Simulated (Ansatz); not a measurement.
# Mg (diamond type): how the settings move a single-point run

How sensitive is a single-point run of Mg (diamond type) to its settings? A reference run comes first, then one run with altered input.

Program: Ansatz 0.2.0. Level of theory: reference: DFT, LDA, PAW with Ansatz's default frozen-core files, scalar-relativistic. These are calculated values, not measurements.

1 further run of the same task is left out (set aside as unsound or not needed).

## Step 1: The system as given

It takes space group Fd-3m (No. 227, cubic). The conventional cell has a = 5.801 Å, b = 5.801 Å, c = 5.801 Å, α = 90.00°, β = 90.00°, γ = 90.00°. Mg (site symmetry -43m) is surrounded by 4 Mg at 2.51 Å.

Coordinates:

```cif
data_structure
_symmetry_space_group_name_H-M 'P 1'
_symmetry_Int_Tables_number 1
_cell_length_a 4.1020
_cell_length_b 4.1020
_cell_length_c 4.1020
_cell_angle_alpha 60.000
_cell_angle_beta 60.000
_cell_angle_gamma 60.000
_cell_volume 48.81
loop_
_atom_site_label
_atom_site_type_symbol
_atom_site_fract_x
_atom_site_fract_y
_atom_site_fract_z
_atom_site_occupancy
Mg1 Mg 0.87500 0.87500 0.87500 1
Mg2 Mg 0.12500 0.12500 0.12500 1
```

## Step 2: Baseline

Contents of input.yaml:

```yaml
crystal:
  lattice:
    - [0.0, 2.900574509, 2.900574509]
    - [2.900574509, 0.0, 2.900574509]
    - [2.900574509, 2.900574509, 0.0]
  atoms:
    - { symbol: Mg, position: [-0.125, -0.125, -0.125] }
    - { symbol: Mg, position: [0.125, 0.125, 0.125] }
kpoints:
  mp_grid: { grid: [12, 12, 12] }
scf:
  occupations: { method: fermi_dirac, width: 0.08 }
hamiltonian:
  xc: lda
  pseudopotentials: { kind: paw }
output:
  forces: true
  stress: true
  eigenvalues: true
  populations: true
```

The run is started by

```bash
ansatz run input.yaml --threads 1 --pin off --max-ram 2048MiB --backend cpu --events-out ev --progress --plain --runs-dir out
```

## Step 3: Changed: mp_grid.grid [15, 15, 15]

Changes to input.yaml since step 2:

```diff
@@ -9,3 +9,3 @@
 kpoints:
-  mp_grid: { grid: [12, 12, 12] }
+  mp_grid: { grid: [15, 15, 15] }
 scf:
```

Q: Predict the outcome of this session. Wanted: for each run, ending; energy change; pressure; gap; force.

The runs gave:

```tsv
run	ending	energy change	pressure (GPa)	gap (eV)	force (eV/Å)	cycles	time
reference	converged	0	12.4	0.00	0.00	6	2.3 s
1: mp_grid.grid [15, 15, 15]	converged	-1.1 meV/atom	12.4	0.00	0.00	6	3.9 s
```

Residual by cycle in the longest SCF loop of each run; runs are numbered as in the table. The quantity is the density residual dr2, in eV.

```tsv
cycle	reference	run 1
1	0.00649	0.00664
2	0.00254	0.00259
3	7.1e-4	7.3e-4
4	1.6e-5	1.4e-5
5	1.2e-6	1.2e-6
6	5.5e-8	5.4e-8
```

What this shows: Changing the k-point mesh moves the energy by -1.1 meV/atom. Sampling errors of the energy have no fixed sign. Cost: 3.9 s against 2.3 s. The structure is not at rest: the sound run finds 12 GPa, so these are no properties of the relaxed crystal. 
